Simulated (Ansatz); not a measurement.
# GeSb4Te7 (P-3m1) in Ansatz: single point with HSE06

Aim: the single point of GeSb4Te7 with HSE06.

Everything below comes from runs of Ansatz 0.2.0. Logs are shortened: lines on timing, memory, paths and dates and some standing lists are left out, and cuts for length are marked.

### Step 1. Starting point

Symmetry: P-3m1, No. 164, trigonal system. Conventional cell: a = 4.289 Å, b = 4.289 Å, c = 24.638 Å, α = 90.00°, β = 90.00°, γ = 120.00°. Te (site symmetry 3m) is surrounded by 3 Sb at 3.00 Å. Around Te (site symmetry -3m) lie 6 Sb at 3.18 Å. Te (site symmetry 3m) has 3 Ge at 3.00 Å and 3 Sb at 3.19 Å as nearest neighbours. Around Te (site symmetry 3m) lie 3 Sb at 3.01 Å. Sb (site symmetry 3m) is surrounded by 6 Te at 3.00 to 3.19 Å. Sb (site symmetry 3m) is surrounded by 6 Te at 3.01 to 3.18 Å. Ge (site symmetry -3m) is surrounded by 6 Te at 3.00 Å.

The cell is a database's computed one.

### Step 2. Single point, HSE06

Contents of input:

```
crystal:
  lattice:
    - [4.2893002584, 0.0, 0.0]
    - [-2.1446501292, 3.7146429882, 0.0]
    - [0.0, 0.0, 24.63777845]
  atoms:
    - { symbol: Te, position: [0.0, 0.0, 0.28102171] }
    - { symbol: Te, position: [0.0, 0.0, 0.0] }
    - { symbol: Te, position: [0.3333333333, 0.6666666667, 0.5686057] }
    - { symbol: Te, position: [0.6666666667, 0.3333333333, 0.4313943] }
    - { symbol: Te, position: [0.0, 0.0, 0.71897829] }
    - { symbol: Te, position: [0.6666666667, 0.3333333333, 0.15026813] }
    - { symbol: Te, position: [0.3333333333, 0.6666666667, 0.84973187] }
    - { symbol: Sb, position: [0.6666666667, 0.3333333333, 0.6502485] }
    - { symbol: Sb, position: [0.3333333333, 0.6666666667, 0.08110138] }
    - { symbol: Sb, position: [0.3333333333, 0.6666666667, 0.3497515] }
    - { symbol: Sb, position: [0.6666666667, 0.3333333333, 0.91889862] }
    - { symbol: Ge, position: [0.0, 0.0, 0.5] }
hamiltonian:
  xc: hse06
  pseudopotentials: { kind: paw }
kpoints:
  mp_grid: { grid: [6, 6, 2] }
scf:
  occupations: { method: fermi_dirac, width: 0.05 }
output:
  forces: true
  stress: true
  eigenvalues: true
```

Potentials or basis: Ansatz PAW.

Output:

```text
Warning: output.stress: scf.convergence.dr2_threshold = 1e-7 eV (the SCF's general default) is looser than the 1.2e-9 eV advised for a printed stress (1e-10 eV for each atom of the cell: 12). What an SCF threshold leaves in a stress goes as its square root, and in the free energy as the threshold itself, and one threshold admits the most on a small cell: of the crystals measured, under no hybrid functional and no lock of the moments, on runs that ended without the residual-converged pass, on stresses that held no estimate of that error, the worst erred by over 100 MPa in a component at 1e-7 eV an atom and by under 5 at 1e-10. Set scf.convergence.dr2_threshold to 1.2e-9 eV or tighter. The threshold is an SCF's pass mark: one that does not reach it within its budget of iterations ends unconverged, or closes short of it on a stop that the run arms, and scf.convergence.dr2_threshold's page says what that costs each kind of run
Warning: output.stress: scf.exx.energy_threshold = 1e-6 eV is looser than the 1.2e-7 eV advised for a stress under a hybrid functional (1e-8 eV for each atom of the cell: 12). Every SCF of the exchange loop can meet its threshold on dr2 while the loop round them stops early: no threshold on dr2 bounds what that leaves in the stress. Set scf.exx.energy_threshold to 1.2e-7 eV or tighter. The threshold is the loop's pass mark: a loop that does not reach it within its budget of cycles ends unconverged, and scf.exx.energy_threshold's page has the law
GPUs: using 1 of 1 available (devices: 1).
Engine: ansatz 0.2.0, x86_64-unknown-linux-gnu
Pseudopotentials: kind: paw
Pseudopotential: Te, paw, valence charge 16, recommended cutoff 420 eV (normal), Te.paw.azcp
Pseudopotential: Sb, paw, valence charge 15, recommended cutoff 420 eV (normal), Sb.paw.azcp
Pseudopotential: Ge, paw, valence charge 14, recommended cutoff 420 eV (normal), Ge.paw.azcp
Functional definition: HSE06
  parameter a = 0.25
  parameter omega = 0.11/bohr
  exchange = pbe_x - a*pbe_x_sr(omega) + a*exact_x_sr(omega)
  correlation = pbe_c
device memory: the entry about to start is reckoned to put 4.0 GiB on a device that reports 56.6 GiB free (of which the cap on the GPU budget leaves the run 18.0 GiB)
GPU FFT provider: cuFFT
GPU libraries: cuBLAS 13.8.2, cuFFT 12.4.0, cuSOLVER 12.3.4
Crystal: 12 atoms, lattice volume = 392.559 Å³
Basis set: ecut = 420 eV, 7661 PW (Γ), exchange–correlation on 60×60×360 points (8 copies of the dense FFT grid, shifted against one another)
Bands: 112, of which v1, the nominal top of the filled ones, is band 93 counted from 1 (92 counted from 0)
Symmetry: 12 space group operations
Space group: P-3m1 (ITA 164), of the structure as read, at distance tolerance 7.3e-5 Å
k-points: 14 of 72
Non-local potential: Te, projectors of the file, l = 0: 2, l = 1: 2, l = 2: 2, l = 3: 2
Non-local potential: Sb, projectors of the file, l = 0: 2, l = 1: 2, l = 2: 2, l = 3: 2
Non-local potential: Ge, projectors of the file, l = 0: 2, l = 1: 2, l = 2: 3, l = 3: 1
PAW form: soft (Blöchl's): semilocal exchange-correlation on the pseudo side does not see the compensation charge
PAW frozen core: Te, regenerated for the run's functional, and the local potential with it (the file was generated under x = pbe(κ = 0.804, μ = 0.2195149727645171), c = pbe(β = 0.06672455060314922))
PAW frozen core: Sb, regenerated for the run's functional, and the local potential with it (the file was generated under x = pbe(κ = 0.804, μ = 0.2195149727645171), c = pbe(β = 0.06672455060314922))
PAW frozen core: Ge, regenerated for the run's functional, and the local potential with it (the file was generated under x = pbe(κ = 0.804, μ = 0.2195149727645171), c = pbe(β = 0.06672455060314922))
PAW one-centre angular grid: Te, 590 points (default); XC on 64 Gauss nodes
PAW one-centre angular grid: Sb, 590 points (default); XC on 64 Gauss nodes
PAW one-centre angular grid: Ge, 590 points (default); XC on 64 Gauss nodes
Initial density: superposition of atomic densities (neutral atoms: chi_scale 0, normalization atom), corrected by the library's trained network
Initial wavefunctions: pseudopotential atomic-orbital guess
GPU buffer pool allocated for 162000 grid points (all kernels)
GPU transforms: local potential and band sums: pruned to the plane-wave sphere, on 30×30×180
[... 50 lines left out ...]
  Residual-converged pass: ⟨swp⟩=2.8  Hψ=2797  notcnv=0  max |occ|·‖R‖ = 1.1e-6 eV (tolerance 1.1e-6 eV)  dr2=7.69e-9  dr2_onsite=1.35e-10  max |Δocc| = 1.2e-13
hybrid outer 2: dexx = +2.931e-6 eV, tail = 7.03e-8 eV, Δε = 3.79e-3 eV (about 9.89e-5 eV left of the loop's levels), ΔF = 5.07e-3 eV/Å (tail 8.16e-4)
hybrid SCF converged: 2 outer / 16 inner (+7 warm-up), last move |dexx| = 2.93e-6 eV, tail = 7.03e-8 eV
Stability not checked: this state was not tested for a lower state beside it, because the functional holds exact exchange (a hybrid, or Hartree-Fock), whose exchange loop this test does not read (fock_operator; see scf.lower_state_search)
Free energy (F): -79142.393519 eV
Frozen-core exchange: fock
Harris-Foulkes:  -79142.393519 eV  (|F-HF|=6.29e-9)
Internal energy: -79142.393487 eV  (E = F + TS)
E sigma→0 (E₀):  -79142.393503 eV
Entropy (-TS):   -0.000032 eV (-0.003 meV/atom)
Fermi energy:    8.778637 eV
--- Per-component energies (eV) ---
  E_band       = -3148.640660
  E_kinetic    = 2186.609412
  E_local      = -19463.894351  (includes V_loc(G=0)·N_el)
  E_nonlocal   = -325.745658
  E_hartree    = 10479.372825
  E_xc         = -1205.005992
  E_vxc        = -946.346980  (∫ρ·V_xc dr)
  E_exx        = -530.959910  (= α·E_x^exact, valence–valence)
  E_paw        = -52758.048190  (= ΣΔE_a)
  E_vpaw       = -4496.082579  (= ΣTr[D̂ρ^β])
  E_aug_tail   = -0.000953  (compensation charges beyond the density's cutoff)
  E_ewald      = -17523.191571
  E_core_change = -1.529097  (= ΣΔE_core)
  E_smearing   = -0.000032  (= −TS)
  E_closure    = -0.000001  (closes the sum)
  Σ components = -79142.393519   (vs F -79142.393519, Δ=0.00e0)
--- Forces (eV/Å), atoms counted from 1 ---
  atom   1  Te     0.00000000    -0.00000000     0.20614408
  atom   2  Te     0.00000000    -0.00000000     0.00000000
  atom   3  Te     0.00000000     0.00000000     0.00203417
  atom   4  Te     0.00000000    -0.00000000    -0.00203417
  atom   5  Te    -0.00000000     0.00000000    -0.20614408
  atom   6  Te    -0.00000000     0.00000000    -0.20543982
  atom   7  Te     0.00000000    -0.00000000     0.20543982
  atom   8  Sb     0.00000000    -0.00000000     0.11553327
  atom   9  Sb     0.00000000    -0.00000000     0.05722118
  atom  10  Sb     0.00000000     0.00000000    -0.11553327
  atom  11  Sb     0.00000000     0.00000000    -0.05722118
  atom  12  Ge     0.00000000    -0.00000000     0.00000000
  max |Σ_I F_I| component: 1.73e-18 eV/Å
--- Stress (GPa, compression-positive) ---
       -0.862750      -0.000000       0.000000
        0.000000      -0.862750      -0.000000
        0.000000      -0.000000      -0.864580
  P = ⅓ Tr σ = -0.8634 GPa (-8.634 kbar)
--- Band table (eV; the first three rows and the last of 14) ---
  k-point 0: bands = ["-31.0496", "-31.0496", "-31.0496", "-31.0496", "-31.0298", "-31.0298", "-31.0298", "-31.0298", "-31.0202", "-31.0201", "-31.0067", "-31.0067", "-31.0067", "-31.0067", "-30.9931", "-30.9931", "-30.9931", "-30.9931", "-30.9861", "-30.9861", "-30.8112", "-30.8109", "-30.8103", "-30.8103", "-30.8096", "-30.8096", "-30.7895", "-30.7875", "-30.7875", "-30.7874", "-30.7874", "-30.7821", "-30.7821", "-30.7427", "-30.7427", "-23.7154", "-23.7154", "-23.7154", "-23.7154", "-23.7053", "-23.7053", "-23.7053", "-23.7053", "-23.7038", "-23.7038", "-23.7014", "-23.7014", "-23.7005", "-23.7005", "-23.6917", "-23.6916", "-23.6916", "-23.6913", "-23.6912", "-23.6912", "-19.7885", "-19.7885", "-19.7791", "-19.7751", "-19.7751", "-5.9680", "-5.8899", "-5.6966", "-5.3237", "-4.8592", "-4.0593", "-4.0058", "-1.1013", "-1.0128", "-0.0054", "0.7644", "1.9026", "5.2855", "6.0598", "6.2359", "6.2469", "6.2469", "6.3048", "6.3048", "6.3052", "6.3052", "6.4987", "6.4987", "6.7969", "6.7969", "7.0664", "7.0664", "7.1703", "7.1703", "7.3094", "7.3545", "8.1882", "8.3420", "9.2218", "9.2936", "9.2965", "9.2965", "9.4014", "9.4014", "9.9661", "9.9661", "10.0175", "10.6077", "10.6077", "10.6719", "11.4099", "11.4484", "11.4484", "13.5952", "13.9562", "14.4299", "14.4568"]
  k-point 1: bands = ["-31.0496", "-31.0496", "-31.0496", "-31.0496", "-31.0298", "-31.0298", "-31.0298", "-31.0298", "-31.0202", "-31.0202", "-31.0067", "-31.0067", "-31.0067", "-31.0067", "-30.9931", "-30.9931", "-30.9931", "-30.9931", "-30.9861", "-30.9861", "-30.8113", "-30.8109", "-30.8103", "-30.8103", "-30.8096", "-30.8096", "-30.7895", "-30.7875", "-30.7875", "-30.7874", "-30.7874", "-30.7821", "-30.7821", "-30.7427", "-30.7427", "-23.7154", "-23.7154", "-23.7154", "-23.7154", "-23.7053", "-23.7053", "-23.7053", "-23.7053", "-23.7038", "-23.7038", "-23.7014", "-23.7014", "-23.7005", "-23.7005", "-23.6917", "-23.6916", "-23.6916", "-23.6913", "-23.6912", "-23.6912", "-19.7885", "-19.7885", "-19.7791", "-19.7751", "-19.7751", "-5.9414", "-5.9307", "-5.6679", "-5.3517", "-4.8330", "-4.1374", "-3.9383", "-1.2246", "-0.8342", "-0.1106", "0.8329", "1.8776", "5.4085", "5.7140", "6.2485", "6.2485", "6.2884", "6.2884", "6.3224", "6.3224", "6.4941", "6.4941", "6.6514", "6.8046", "6.8046", "6.9106", "7.0507", "7.0507", "7.1809", "7.1809", "7.6225", "8.0577", "8.4306", "9.1364", "9.2537", "9.2537", "9.3717", "9.4675", "9.4675", "9.9286", "9.9286", "10.0064", "10.6268", "10.6268", "10.6745", "11.4097", "11.4426", "11.4426", "13.6044", "13.9494", "14.3820", "14.4923"]
  k-point 2: bands = ["-31.0496", "-31.0496", "-31.0492", "-31.0492", "-31.0299", "-31.0299", "-31.0298", "-31.0298", "-31.0199", "-31.0199", "-31.0067", "-31.0067", "-31.0063", "-31.0063", "-30.9932", "-30.9932", "-30.9931", "-30.9931", "-30.9858", "-30.9858", "-30.8111", "-30.8109", "-30.8104", "-30.8103", "-30.8097", "-30.8095", "-30.7893", "-30.7875", "-30.7873", "-30.7871", "-30.7869", "-30.7823", "-30.7822", "-30.7426", "-30.7422", "-23.7163", "-23.7163", "-23.7147", "-23.7147", "-23.7057", "-23.7057", "-23.7050", "-23.7050", "-23.7031", "-23.7031", "-23.7023", "-23.7014", "-23.7008", "-23.6999", "-23.6920", "-23.6916", "-23.6912", "-23.6909", "-23.6908", "-23.6906", "-19.7891", "-19.7884", "-19.7789", "-19.7752", "-19.7748", "-5.6913", "-5.6139", "-5.4287", "-5.0681", "-4.6308", "-3.8968", "-3.8476", "-1.0560", "-1.0130", "-0.2405", "0.3407", "1.2692", "4.4465", "4.5538", "4.8593", "4.9437", "5.3766", "5.5143", "5.5430", "5.5672", "5.6832", "5.8030", "6.0956", "6.1279", "6.5449", "6.6077", "7.0832", "7.1877", "7.3112", "7.4374", "7.8083", "7.9036", "8.2354", "9.4685", "9.6588", "9.7979", "9.8290", "10.0079", "10.2586", "10.4103", "10.4678", "11.0094", "11.0487", "11.0506", "11.6688", "11.8096", "11.8853", "12.4803", "13.1100", "13.1778", "13.9515", "14.0578"]
  k-point 13: bands = ["-31.0487", "-31.0487", "-31.0483", "-31.0483", "-31.0302", "-31.0302", "-31.0300", "-31.0300", "-31.0191", "-31.0191", "-31.0058", "-31.0058", "-31.0055", "-31.0055", "-30.9935", "-30.9934", "-30.9932", "-30.9932", "-30.9850", "-30.9850", "-30.8111", "-30.8107", "-30.8107", "-30.8096", "-30.8096", "-30.8095", "-30.7885", "-30.7865", "-30.7863", "-30.7863", "-30.7862", "-30.7825", "-30.7825", "-30.7415", "-30.7415", "-23.7171", "-23.7171", "-23.7152", "-23.7152", "-23.7051", "-23.7051", "-23.7049", "-23.7049", "-23.7029", "-23.7029", "-23.7018", "-23.7011", "-23.7011", "-23.7007", "-23.6908", "-23.6907", "-23.6907", "-23.6905", "-23.6887", "-23.6887", "-19.7897", "-19.7897", "-19.7779", "-19.7744", "-19.7744", "-3.5902", "-3.5896", "-3.5500", "-3.5500", "-3.5255", "-3.5255", "-3.4989", "-2.1428", "-2.1428", "-2.1149", "-2.1149", "-0.8451", "2.8515", "2.9683", "2.9683", "3.3535", "3.3535", "3.4084", "3.7271", "3.7271", "4.0218", "4.3644", "4.7916", "4.7916", "5.5211", "5.5211", "5.5954", "6.1908", "6.9603", "6.9603", "7.5684", "7.5684", "7.6172", "9.7263", "10.0062", "10.0062", "10.7242", "11.0005", "11.0005", "11.5093", "11.5093", "11.6700", "12.6299", "12.9571", "12.9571", "13.8202", "13.9588", "13.9588", "14.5517", "14.5517", "14.7290", "14.8688"]
```

It took 2.9 min on 1 × NVIDIA H100 80GB HBM3 with 2 threads of AMD EPYC 7R13 (Zen 3), shared host; peak memory 8.7 GiB.

Results:

| Quantity | Value |
| --- | --- |
| Free energy | -79142.3935 eV |
| Pressure | -0.9 GPa |
| Largest force | 0.206 eV/Å |
| Band gap on the k mesh | 0.71 eV, direct |

Forces in eV/Å, atoms in the order of the input:
```
Te   0.000  0.000  0.206
Te   0.000  0.000  0.000
Te   0.000  0.000  0.002
Te   0.000  0.000 -0.002
Te   0.000  0.000 -0.206
Te   0.000  0.000 -0.205
Te   0.000  0.000  0.205
Sb   0.000  0.000  0.116
Sb   0.000  0.000  0.057
Sb   0.000  0.000 -0.116
Sb   0.000  0.000 -0.057
Ge   0.000  0.000  0.000
```

Caveat: spin-orbit coupling is left out, which moves the levels of the heavy elements; this functional lacks dispersion, which binds the layers, so the pressure and a relaxed spacing across them are unreliable; the PAW data sets come from PBE, with cores solved anew for the run's functional, which leaves a small shift of forces and pressure; the thresholds are loose for stress.
